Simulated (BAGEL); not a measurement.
# triplet C2H6AlS−: levels of theory compared

Wanted: a comparison of 4 runs (ROHF/6-31G*, UHF/6-31G*, ROHF/cc-pVDZ, UHF/cc-pVDZ) of triplet C2H6AlS−. 

Program for the calculation: BAGEL 1.2.2.

**1. The system as given**

The species is C2H6AlS− (10 atoms), meant as a triplet with charge -1. SMILES of the parent species: `C[C]([AlH3-])=S`. Geometry: a GFN2-xTB relaxation, a rough one for these elements and not checked as a minimum. That shape belongs to the parent species and isn't relaxed for this state.

Bond lengths: C1–C2 1.502 Å, C2–Al3 2.058 Å, C2–S4 1.648 Å, C1–H5 1.093 Å, C1–H6 1.093 Å, C1–H7 1.091 Å, Al3–H8 1.591 Å, Al3–H9 1.611 Å, Al3–H10 1.611 Å. Some angles: C1–C2–Al3 124.3°, C1–C2–S4 116.5°, Al3–C2–S4 119.1°, C2–C1–H5 110.5°, C2–C1–H6 110.7°, C2–C1–H7 109.5°, C2–Al3–H8 110.8°, C2–Al3–H9 102.7°, C2–Al3–H10 102.9°, H5–C1–H6 107.7°.

**2. A single-point energy at ROHF/6-31G(d) (density fitting with qzvpp-jkfit, spherical functions) (run 1)**

hf.json reads:

```json
{ "bagel" : [

{
  "title" : "molecule",
  "basis" : "6-31gs.json",
  "df_basis" : "qzvpp-jkfit",
  "angstrom" : "true",
  "geometry" : [
    { "atom" : "C", "xyz" : [      -0.351600,       1.355410,      -0.614240 ] },
    { "atom" : "C", "xyz" : [      -0.559810,      -0.103870,      -0.325830 ] },
    { "atom" : "Al", "xyz" : [       0.712510,      -1.256230,       0.810220 ] },
    { "atom" : "S", "xyz" : [      -1.917030,      -0.792930,      -0.957170 ] },
    { "atom" : "H", "xyz" : [      -0.275800,       1.525900,      -1.690860 ] },
    { "atom" : "H", "xyz" : [      -1.192610,       1.946390,      -0.243400 ] },
    { "atom" : "H", "xyz" : [       0.566800,       1.694100,      -0.131870 ] },
    { "atom" : "H", "xyz" : [       0.183280,      -2.752920,       0.910240 ] },
    { "atom" : "H", "xyz" : [       0.723880,      -0.482440,       2.223140 ] },
    { "atom" : "H", "xyz" : [       2.110370,      -1.133420,       0.019790 ] }
  ]
},

{ "title" : "rohf", "charge" : -1, "nopen" : 2 },

{ "title" : "print", "file" : "orbitals.molden", "orbitals" : "true" }

]}
```

The basis set 6-31G* is read from a file made from the Basis Set Exchange's data (not shown).

On the command line:

```sh
BAGEL_NUM_THREADS=1 BAGEL hf.json > hf.out
```

The program printed:

```text
* using 1 threads per process

  ===============================================================
  ===============================================================

  *** Geometry ***

  { "atom" : "C", "xyz" : [     -0.664428,      2.561354,     -1.160745 ] },
  { "atom" : "C", "xyz" : [     -1.057888,     -0.196286,     -0.615729 ] },
  { "atom" : "Al", "xyz" : [      1.346449,     -2.373931,      1.531094 ] },
[... 6 lines of this table left out ...]
  { "atom" : "H", "xyz" : [      3.988021,     -2.141853,      0.037398 ] },

  Number of auxiliary basis functions:      514

  Since a DF basis is specified, we compute 2- and 3-index integrals:
    o Being stored without compression. Storage requirement is 0.024 GB

  Number of basis functions:       76
  Number of electrons      :       47

    * METHOD: MOLECULE                             0.45

  *** Open-shell HF ***

  === Nuclear Repulsion ===
   184.8519178154

      * DIIS with orbital gradients will be used.

  === ROHF iteration (6-31gs.json) ===
      0       -718.46584277          0.02487840           0.20
      1       -718.54754140          0.01380790           0.20
      2       -718.56619411          0.00961465           0.20
[... 21 lines of this table left out ...]
     24       -718.58532740          0.00000001           0.20
    * SCF iteration converged.

    * S^2 (ROHF) is 2.0000

    * Permanent dipole moment:
           (    1.162133,    -1.356199,     1.113151) a.u.

    * METHOD: ROHF                                 5.28

    * METHOD: PRINT                                0.03

  ===============================================================
```

Run time: 6 s. Hardware: 1 thread of Arm Neoverse N1, shared host; peak memory 0.12 GiB.

**3. The energy at UHF/6-31G(d) (density fitting with qzvpp-jkfit, spherical functions) (run 2)**

calc.json reads:

```json
{ "bagel": [

{
  "title": "molecule",
  "basis": "6-31gs.json",
  "df_basis": "qzvpp-jkfit",
  "angstrom": true,
  "geometry": [
    { "atom": "C", "xyz": [   -0.351600,    1.355410,   -0.614240 ] },
    { "atom": "C", "xyz": [   -0.559810,   -0.103870,   -0.325830 ] },
    { "atom": "Al", "xyz": [    0.712510,   -1.256230,    0.810220 ] },
    { "atom": "S", "xyz": [   -1.917030,   -0.792930,   -0.957170 ] },
    { "atom": "H", "xyz": [   -0.275800,    1.525900,   -1.690860 ] },
    { "atom": "H", "xyz": [   -1.192610,    1.946390,   -0.243400 ] },
    { "atom": "H", "xyz": [    0.566800,    1.694100,   -0.131870 ] },
    { "atom": "H", "xyz": [    0.183280,   -2.752920,    0.910240 ] },
    { "atom": "H", "xyz": [    0.723880,   -0.482440,    2.223140 ] },
    { "atom": "H", "xyz": [    2.110370,   -1.133420,    0.019790 ] }
  ]
},
{ "title": "uhf", "charge": -1, "nopen": 2 },
{ "title": "print", "file": "orbitals.molden", "orbitals": true }

]}
```

The basis set 6-31G* is read from a file made from the Basis Set Exchange's data (not shown).

On the command line:

```sh
BAGEL_NUM_THREADS=1 BAGEL calc.json > calc.out
```

The program printed:

```text
* using 1 threads per process

  ===============================================================
  ===============================================================

  *** Geometry ***

  { "atom" : "C", "xyz" : [     -0.664428,      2.561354,     -1.160745 ] },
  { "atom" : "C", "xyz" : [     -1.057888,     -0.196286,     -0.615729 ] },
  { "atom" : "Al", "xyz" : [      1.346449,     -2.373931,      1.531094 ] },
[... 6 lines of this table left out ...]
  { "atom" : "H", "xyz" : [      3.988021,     -2.141853,      0.037398 ] },

  Number of auxiliary basis functions:      514

  Since a DF basis is specified, we compute 2- and 3-index integrals:
    o Being stored without compression. Storage requirement is 0.024 GB

  Number of basis functions:       76
  Number of electrons      :       47

    * METHOD: MOLECULE                             0.45

  *** Open-shell HF ***

  === Nuclear Repulsion ===
   184.8519178154

      * DIIS with orbital gradients will be used.

  === UHF iteration (6-31gs.json) ===
      0       -718.46584277          0.02487840           0.20
      1       -718.55685310          0.01341416           0.20
      2       -718.57731740          0.00882132           0.20
[... 23 lines of this table left out ...]
     26       -718.59370435          0.00000001           0.20
    * SCF iteration converged.

    * S^2 (UHF) is 2.0246

    * Permanent dipole moment:
           (    1.147213,    -1.358777,     1.104560) a.u.

    * METHOD: UHF                                  5.78

    * METHOD: PRINT                                0.02

  ===============================================================
```

Wall time 6.6 s (1 thread of Arm Neoverse N1, shared host); peak memory 0.12 GiB.

Run 3 isn't shown in full; the table further down has it.

**4. A single-point energy at UHF/cc-pVDZ (density fitting with qzvpp-jkfit) (run 4)**

hf.json reads:

```json
{ "bagel": [

{
  "title": "molecule",
  "basis": "cc-pvdz.json",
  "df_basis": "qzvpp-jkfit",
  "angstrom": true,
  "geometry": [
    { "atom": "C", "xyz": [      -0.351600,       1.355410,      -0.614240 ] },
    { "atom": "C", "xyz": [      -0.559810,      -0.103870,      -0.325830 ] },
    { "atom": "Al", "xyz": [       0.712510,      -1.256230,       0.810220 ] },
    { "atom": "S", "xyz": [      -1.917030,      -0.792930,      -0.957170 ] },
    { "atom": "H", "xyz": [      -0.275800,       1.525900,      -1.690860 ] },
    { "atom": "H", "xyz": [      -1.192610,       1.946390,      -0.243400 ] },
    { "atom": "H", "xyz": [       0.566800,       1.694100,      -0.131870 ] },
    { "atom": "H", "xyz": [       0.183280,      -2.752920,       0.910240 ] },
    { "atom": "H", "xyz": [       0.723880,      -0.482440,       2.223140 ] },
    { "atom": "H", "xyz": [       2.110370,      -1.133420,       0.019790 ] }
  ]
},

{
  "title": "uhf",
  "charge": -1,
  "nopen": 2
},

{
  "title": "print",
  "file": "orbitals.molden",
  "orbitals": true
}

]}
```

The basis set cc-pVDZ is read from a file made from the Basis Set Exchange's data (not shown).

On the command line:

```sh
BAGEL_NUM_THREADS=1 BAGEL hf.json > hf.out
```

The program printed:

```text
* using 1 threads per process

  ===============================================================
  ===============================================================

  *** Geometry ***

  { "atom" : "C", "xyz" : [     -0.664428,      2.561354,     -1.160745 ] },
  { "atom" : "C", "xyz" : [     -1.057888,     -0.196286,     -0.615729 ] },
  { "atom" : "Al", "xyz" : [      1.346449,     -2.373931,      1.531094 ] },
[... 6 lines of this table left out ...]
  { "atom" : "H", "xyz" : [      3.988021,     -2.141853,      0.037398 ] },

  Number of auxiliary basis functions:      514

  Since a DF basis is specified, we compute 2- and 3-index integrals:
    o Being stored without compression. Storage requirement is 0.036 GB

  Number of basis functions:       94
  Number of electrons      :       47

    * METHOD: MOLECULE                             0.47

  *** Open-shell HF ***

  === Nuclear Repulsion ===
   184.8519178154

      * DIIS with orbital gradients will be used.

  === UHF iteration (cc-pvdz.json) ===
      0       -718.46847097          0.02475593           0.26
      1       -718.58138065          0.01494221           0.26
      2       -718.60997794          0.00985023           0.26
[... 21 lines of this table left out ...]
     24       -718.63497175          0.00000001           0.26
    * SCF iteration converged.

    * S^2 (UHF) is 2.0266

    * Permanent dipole moment:
           (    1.231107,    -1.336101,     1.150702) a.u.

    * METHOD: UHF                                  6.80

    * METHOD: PRINT                                0.04

  ===============================================================
```

It took 7.5 s on 1 thread of Arm Neoverse N1, shared host; peak memory 0.14 GiB.

**5. Overview of the runs**

```
run                                                                level  energy (Eh)   ⟨S²⟩  wall time
  1  ROHF/6-31G* (density fitting with qzvpp-jkfit, spherical functions)  -718.585327  2.000        6 s
  2   UHF/6-31G* (density fitting with qzvpp-jkfit, spherical functions)  -718.593704  2.025      6.6 s
  3                      ROHF/cc-pVDZ (density fitting with qzvpp-jkfit)  -718.626019  2.000      6.9 s
  4                       UHF/cc-pVDZ (density fitting with qzvpp-jkfit)  -718.634972  2.027      7.5 s
```

**6. Outcome**

```
           quantity          value
run 4: total energy  -718.63497 Eh
        run 4: ⟨S²⟩          2.027
```

In words: Over the runs the total energy spans 1.351 eV. All runs together took 27 s, the longest 7.5 s.
